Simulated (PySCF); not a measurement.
# [La(NH3)2]3+: how settings move a single point

Which settings matter for [La(NH3)2]3+? Each run alters one on purpose. The species was built from a template and needn't be a known compound.

Computed with PySCF 2.14.0. Level: PBE, La def2-SVP with ECP46, N def2-SVP, H def2-SVP; scalar-relativistic core potentials, no spin–orbit coupling.

3 further runs of the same task are left out: 1 for a known fault of the program, 2 that didn't finish.

**1. Starting geometry**

9 atoms, charge 3, spin multiplicity 1.

Bond lengths: La1–N2 2.529 Å, La1–N6 2.529 Å, N2–H3 1.049 Å, N2–H4 1.048 Å, N2–H5 1.049 Å, N6–H7 1.049 Å, N6–H8 1.049 Å, N6–H9 1.048 Å. Angles: N2–La1–N6 112.6°, La1–N2–H3 115.8°, La1–N2–H4 116.6°, La1–N2–H5 114.3°, H3–N2–H4 102.8°, H3–N2–H5 102.6°, H4–N2–H5 102.8°, La1–N6–H7 114.5°, La1–N6–H8 115.5°, La1–N6–H9 116.8°, H7–N6–H8 102.5°, H7–N6–H9 102.8°, H8–N6–H9 102.8°.

Geometry (Å):

```
La    0.46888   -1.10473   -0.00016
N    -0.08262    0.18584    2.10397
H     0.63663    0.88323    2.41381
H    -0.96374    0.75263    2.08960
H    -0.20494   -0.41119    2.95748
N    -0.08060    0.18722   -2.10361
H     0.58198    0.02303   -2.89962
H    -1.01202   -0.02793   -2.53481
H    -0.09666    1.23177   -2.02666
```

Formal oxidation states: La +3. An earlier session relaxed this geometry at PBE, La def2-SVP with ECP46, N def2-SVP, H def2-SVP (singlet, point group C1).

The sound run used a (50, 194) grid (finer on f atoms), a threshold of 1e-8 and at most 55 cycles, and ended at -143.375659 Eh.

**2. Altered run 1**

Input file run.py (the lines that set the calculation):

```python
mol = gto.M(atom='''
La     0.46888    -1.10473    -0.00016
N     -0.08262     0.18584     2.10397
H      0.63663     0.88323     2.41381
H     -0.96374     0.75263     2.08960
H     -0.20494    -0.41119     2.95748
N     -0.08060     0.18722    -2.10361
H      0.58198     0.02303    -2.89962
H     -1.01202    -0.02793    -2.53481
H     -0.09666     1.23177    -2.02666''',
    basis={'La': 'def2-SVP', 'N': 'def2-SVP', 'H': 'def2-SVP'},
    ecp={'La': 'def2-SVP'},
    charge=3, spin=0)
mf = dft.RKS(mol, xc='PBE')
mf.grids.atom_grid = (50, 194)  # f atoms: unpruned, at least (60, 302)
mf = mf.density_fit()  # fitting sets: La def2-universal-JKFIT, N def2-universal-JKFIT, H def2-universal-JKFIT
mf.conv_tol = 1e-08; mf.max_cycle = 55
mf.kernel(dm0)  # dm0: smeared density
```

On the command line:

```sh
$ OMP_NUM_THREADS=2 python run.py
```

Standard output:

```text
init E= -143.33712656329
  HOMO = -0.871053843044232  LUMO = -0.669964218194726  gap/eV = 5.47193
cycle= 1 E= -143.373847390401  delta_E= -0.0367  |g|= 0.0736  |ddm|= 0.126
  HOMO = -0.85220130049373  LUMO = -0.686657421389719  gap/eV = 4.50468
cycle= 2 E= -143.368820894779  delta_E= 0.00503  |g|= 0.162  |ddm|= 0.273
  HOMO = -0.86375548359429  LUMO = -0.680968497611732  gap/eV = 4.97389
cycle= 3 E= -143.375627389021  delta_E= -0.00681  |g|= 0.00789  |ddm|= 0.149
  HOMO = -0.863502952028544  LUMO = -0.678604473038358  gap/eV = 5.03134
cycle= 4 E= -143.375659065821  delta_E= -3.17e-05  |g|= 0.00111  |ddm|= 0.0198
  HOMO = -0.863654351411169  LUMO = -0.67872847154194  gap/eV = 5.03209
cycle= 5 E= -143.375659388584  delta_E= -3.23e-07  |g|= 0.000162  |ddm|= 0.00136
  HOMO = -0.863663066925203  LUMO = -0.678733386322619  gap/eV = 5.03219
cycle= 6 E= -143.375659394388  delta_E= -5.8e-09  |g|= 3.64e-05  |ddm|= 0.000156
  HOMO = -0.863664700698192  LUMO = -0.678732900565329  gap/eV = 5.03225
Extra cycle  E= -143.375659393595  delta_E= 7.93e-10  |g|= 6.93e-05  |ddm|= 8.28e-05
converged SCF energy = -143.375659393595
```

It took 3.2 s on 2 threads of Intel Xeon Platinum 8488C (Sapphire Rapids), shared host.

Changed: the starting guess (smeared density). It converges in 6 cycles, at the sound run's energy within 0.001 eV, with a largest force component of 0.01 eV/Å. The result survives the change.

**3. Altered run 2**

Input file run.py (the lines that set the calculation):

```python
mol = gto.M(atom='''
La     0.52514    -1.23729    -0.00018
N     -0.09253     0.20815     2.35644
H      0.71303     0.98922     2.70347
H     -1.07939     0.84294     2.34035
H     -0.22953    -0.46053     3.31238
N     -0.09027     0.20968    -2.35605
H      0.65182     0.02579    -3.24757
H     -1.13346    -0.03128    -2.83899
H     -0.10826     1.37958    -2.26986''',
    basis={'La': 'def2-SVP', 'N': 'def2-SVP', 'H': 'def2-SVP'},
    ecp={'La': 'def2-SVP'},
    charge=3, spin=0)
mf = dft.RKS(mol, xc='PBE')
mf.grids.atom_grid = (50, 194)  # f atoms: unpruned, at least (60, 302)
mf = mf.density_fit()  # fitting sets: La def2-universal-JKFIT, N def2-universal-JKFIT, H def2-universal-JKFIT
mf.conv_tol = 1e-08; mf.max_cycle = 55
mf.kernel(dm0)  # dm0: free metal ions and neutral atoms
```

On the command line:

```sh
$ OMP_NUM_THREADS=2 python run.py
```

Standard output:

```text
init E= -136.177915479522
  HOMO = -1.23113735015203  LUMO = -0.664821815944989  gap/eV = 15.41023
cycle= 1 E= -141.028408752154  delta_E= -4.85  |g|= 3.12  |ddm|= 2.78
  HOMO = -0.623263298912931  LUMO = -0.570532236992017  gap/eV = 1.43489
cycle= 2 E= -120.601787082339  delta_E= 20.4  |g|= 4.67  |ddm|= 9.17
  HOMO = -0.762162174020932  LUMO = -0.675282658886691  gap/eV = 2.36411
cycle= 3 E= -142.505905486872  delta_E= -21.9  |g|= 1.45  |ddm|= 9.42
  HOMO = -0.88168543850779  LUMO = -0.607302199661845  gap/eV = 7.46635
cycle= 4 E= -143.15561685815  delta_E= -0.65  |g|= 0.708  |ddm|= 2.23
  HOMO = -0.8095927076607  LUMO = -0.692786648808236  gap/eV = 3.17845
cycle= 5 E= -143.295012868348  delta_E= -0.139  |g|= 0.162  |ddm|= 0.991
  HOMO = -0.801498471774739  LUMO = -0.674559871836495  gap/eV = 3.45418
cycle= 6 E= -143.304169836208  delta_E= -0.00916  |g|= 0.039  |ddm|= 0.268
  HOMO = -0.806298854358753  LUMO = -0.678064551333495  gap/eV = 3.48943
cycle= 7 E= -143.304647117777  delta_E= -0.000477  |g|= 0.00859  |ddm|= 0.0496
  HOMO = -0.805957320033707  LUMO = -0.678425570476253  gap/eV = 3.47032
cycle= 8 E= -143.304660687295  delta_E= -1.36e-05  |g|= 0.00569  |ddm|= 0.0101
  HOMO = -0.805934472449142  LUMO = -0.678445127575733  gap/eV = 3.46916
cycle= 9 E= -143.304667962646  delta_E= -7.28e-06  |g|= 0.00179  |ddm|= 0.00471
  HOMO = -0.805803936551952  LUMO = -0.678413942292824  gap/eV = 3.46646
cycle= 10 E= -143.304668745072  delta_E= -7.82e-07  |g|= 0.000233  |ddm|= 0.00129
  HOMO = -0.805791546280988  LUMO = -0.678442415289166  gap/eV = 3.46535
cycle= 11 E= -143.30466876446  delta_E= -1.94e-08  |g|= 1.69e-05  |ddm|= 0.000355
  HOMO = -0.805791769353785  LUMO = -0.678442241920311  gap/eV = 3.46536
cycle= 12 E= -143.304668764535  delta_E= -7.49e-11  |g|= 5.74e-06  |ddm|= 2.11e-05
  HOMO = -0.805790662068445  LUMO = -0.678442370511531  gap/eV = 3.46532
Extra cycle  E= -143.304668764498  delta_E= 3.68e-11  |g|= 1.32e-05  |ddm|= 1.59e-05
converged SCF energy = -143.304668764498
```

Run time: 3.9 s. Hardware: 2 threads of Intel Xeon Platinum 8488C (Sapphire Rapids), shared host.

Changed: the scale of all coordinates (1.12). It converges in 12 cycles, +1.932 eV from the sound run, with a largest force component of 3.31 eV/Å. The setting is unsound, so these numbers aren't the compound's.

**4. Altered run 3**

Input file run.py (the lines that set the calculation):

```python
mol = gto.M(atom='''
La     0.46888    -1.10473    -0.00016
N     -0.08262     0.18584     2.10397
H      0.63663     0.88323     2.41381
H     -0.96374     0.75263     2.08960
H     -0.20494    -0.41119     2.95748
N     -0.08060     0.18722    -2.10361
H      0.58198     0.02303    -2.89962
H     -1.01202    -0.02793    -2.53481
H     -0.09666     1.23177    -2.02666''',
    basis={'La': 'def2-SVP', 'N': 'def2-SVP', 'H': 'def2-SVP'},
    ecp={'La': 'def2-SVP'},
    charge=3, spin=0)
mf = dft.RKS(mol, xc='PBE')
mf.grids.atom_grid = (50, 194)  # f atoms: unpruned, at least (60, 302)
mf = mf.density_fit()  # fitting sets: La def2-universal-JKFIT, N def2-universal-JKFIT, H def2-universal-JKFIT
mf.conv_tol = 0.001; mf.max_cycle = 55
mf.kernel(dm0)  # dm0: free metal ions and neutral atoms
```

On the command line:

```sh
$ OMP_NUM_THREADS=2 python run.py
```

Standard output:

```text
init E= -136.365145408208
  HOMO = -1.30201377496133  LUMO = -0.701811334385749  gap/eV = 16.33234
cycle= 1 E= -141.403750182874  delta_E= -5.04  |g|= 3.01  |ddm|= 2.98
  HOMO = -0.632840252210704  LUMO = -0.623092506974871  gap/eV = 0.26525
cycle= 2 E= -124.102463854681  delta_E= 17.3  |g|= 5.46  |ddm|= 8.17
  HOMO = -0.850964735095269  LUMO = -0.575749711260993  gap/eV = 7.48898
cycle= 3 E= -142.942930673936  delta_E= -18.8  |g|= 1.12  |ddm|= 8.11
  HOMO = -0.888813738676046  LUMO = -0.706683635988375  gap/eV = 4.95601
cycle= 4 E= -143.358179138174  delta_E= -0.415  |g|= 0.245  |ddm|= 2.35
  HOMO = -0.860247342998892  LUMO = -0.681617646827344  gap/eV = 4.86076
cycle= 5 E= -143.37470745173  delta_E= -0.0165  |g|= 0.0582  |ddm|= 0.393
  HOMO = -0.860666286867183  LUMO = -0.677279605757605  gap/eV = 4.99021
cycle= 6 E= -143.375518102031  delta_E= -0.000811  |g|= 0.0239  |ddm|= 0.0804
  HOMO = -0.862772216136291  LUMO = -0.679610929474226  gap/eV = 4.98407
Extra cycle  E= -143.375229051437  delta_E= 0.000289  |g|= 0.0431  |ddm|= 0.0543
converged SCF energy = -143.375229051437
```

Run time: 3.2 s. Hardware: 2 threads of Intel Xeon Platinum 8488C (Sapphire Rapids), shared host.

Changed: the SCF threshold (0.001). It converges in 6 cycles, +0.012 eV from the sound run, with a largest force component of 0.20 eV/Å. The setting is unsound, so these numbers aren't the compound's.

**5. Altered run 4**

Changes to run.py (the lines that set the calculation) since step 4:

```diff
@@ -14,5 +14,5 @@
 mf = dft.RKS(mol, xc='PBE')
-mf.grids.atom_grid = (50, 194)  # f atoms: unpruned, at least (60, 302)
+mf.grids.atom_grid = (99, 590)  # f atoms: unpruned, at least (60, 302)
 mf = mf.density_fit()  # fitting sets: La def2-universal-JKFIT, N def2-universal-JKFIT, H def2-universal-JKFIT
-mf.conv_tol = 0.001; mf.max_cycle = 55
+mf.conv_tol = 1e-08; mf.max_cycle = 55
 mf.kernel(dm0)  # dm0: free metal ions and neutral atoms
```

On the command line:

```sh
$ OMP_NUM_THREADS=2 python run.py
```

Standard output:

```text
init E= -136.365152310267
  HOMO = -1.30201306296367  LUMO = -0.701811873938233  gap/eV = 16.33231
cycle= 1 E= -141.403706898576  delta_E= -5.04  |g|= 3.01  |ddm|= 2.98
  HOMO = -0.632840950327876  LUMO = -0.623089304328053  gap/eV = 0.26536
cycle= 2 E= -124.10218317865  delta_E= 17.3  |g|= 5.46  |ddm|= 8.17
  HOMO = -0.850960229645159  LUMO = -0.575758130863885  gap/eV = 7.48863
cycle= 3 E= -142.942908659478  delta_E= -18.8  |g|= 1.12  |ddm|= 8.11
  HOMO = -0.888813453643902  LUMO = -0.706679910810704  gap/eV = 4.95611
cycle= 4 E= -143.358179636072  delta_E= -0.415  |g|= 0.245  |ddm|= 2.35
  HOMO = -0.860246911149766  LUMO = -0.681614509943052  gap/eV = 4.86084
cycle= 5 E= -143.374707261628  delta_E= -0.0165  |g|= 0.0582  |ddm|= 0.393
  HOMO = -0.860663876247884  LUMO = -0.677278088494212  gap/eV = 4.99018
cycle= 6 E= -143.375517829838  delta_E= -0.000811  |g|= 0.0239  |ddm|= 0.0804
  HOMO = -0.86273909688637  LUMO = -0.678399342398475  gap/eV = 5.01614
cycle= 7 E= -143.375621301762  delta_E= -0.000103  |g|= 0.0128  |ddm|= 0.0274
  HOMO = -0.863651679511013  LUMO = -0.678790523287544  gap/eV = 5.03033
cycle= 8 E= -143.375658475037  delta_E= -3.72e-05  |g|= 0.00176  |ddm|= 0.0111
  HOMO = -0.863655054028934  LUMO = -0.678768136372262  gap/eV = 5.03103
cycle= 9 E= -143.375659166813  delta_E= -6.92e-07  |g|= 0.000295  |ddm|= 0.00142
  HOMO = -0.863660461572401  LUMO = -0.678733768273324  gap/eV = 5.03211
cycle= 10 E= -143.375659191677  delta_E= -2.49e-08  |g|= 4.28e-05  |ddm|= 0.000425
  HOMO = -0.863661277560914  LUMO = -0.678731624853813  gap/eV = 5.03219
cycle= 11 E= -143.375659192156  delta_E= -4.8e-10  |g|= 7.07e-06  |ddm|= 4.89e-05
  HOMO = -0.863663153847554  LUMO = -0.67873272245877  gap/eV = 5.03221
Extra cycle  E= -143.375659192151  delta_E= 5.68e-12  |g|= 9.07e-06  |ddm|= 1.41e-05
converged SCF energy = -143.375659192151
```

Wall time 11 s (2 threads of Intel Xeon Platinum 8488C (Sapphire Rapids), shared host).

Changed: the integration grid, to (99, 590). It converges in 11 cycles, at the sound run's energy within 0.001 eV, with a largest force component of 0.01 eV/Å. The result survives the change.

**6. Results**

| run | changed | ending | energy change (eV) | cycles | time | usable |
| --- | --- | --- | --- | --- | --- | --- |
| 1 | the starting guess | converged | 0.000 | 6 | 3.2 s | yes |
| 2 | the scale of all coordinates | converged | +1.932 | 12 | 3.9 s | no |
| 3 | the SCF threshold | converged | +0.012 | 6 | 3.2 s | no |
| 4 | the integration grid | converged | 0.000 | 11 | 11 s | yes |

2 of 4 altered runs give a usable result. 2 ended normally with numbers unfit to quote.
